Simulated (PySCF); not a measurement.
# C6H3F: the cost of one run

Computed with PySCF 2.14.0, with density-fitted response routines of our own, on a single molecule in the gas phase. Atoms are numbered from 0 throughout.

**1. Starting geometry**

10 atoms, charge 0, multiplicity 1; geometry from: GFN2-xTB. The atoms were then displaced at random by about 0.01 Å, so the start is not that level's minimum.

Bonds of the start (Å): C0–C1 1.23, C1–C2 1.42, C2–C3 1.31, C3–F4 1.34, C3–C5 1.45, C5–C6 1.19, C0–H7 1.04, C2–H8 1.05, C6–H9 1.06.

**2. Relaxing the molecule at PBE0-D3(BJ)/def2-SVP**

What the job is given:

```
{"job": {"xc": "PBE0", "basis": "def2-SVP", "d3": "d3bj", "grid": 1, "shake": 0.01, "kind": "geom"}, "charge": 0, "multiplicity": 1}
C      3.029240     0.266710     0.029730
C      1.846280     0.228830    -0.296920
C      0.479030     0.157840    -0.669030
C     -0.454910    -0.136100     0.194910
F     -0.226410    -0.394710     1.489240
C     -1.854650    -0.211770    -0.158220
C     -3.010980    -0.291880    -0.419960
H      4.035410     0.350110     0.293410
H      0.247550     0.359420    -1.674180
H     -4.040120    -0.349400    -0.662880
```

Run with:

```sh
$ OMP_NUM_THREADS=1 python probes_run.py task.json out
```

The driver reads the jobs from task.json and runs them one after another.

**Question.** How long does this first job take on 1 thread of Arm Neoverse V2, shared host, and how much memory does it need?

About 30 s, with a peak of 0.45 GiB.
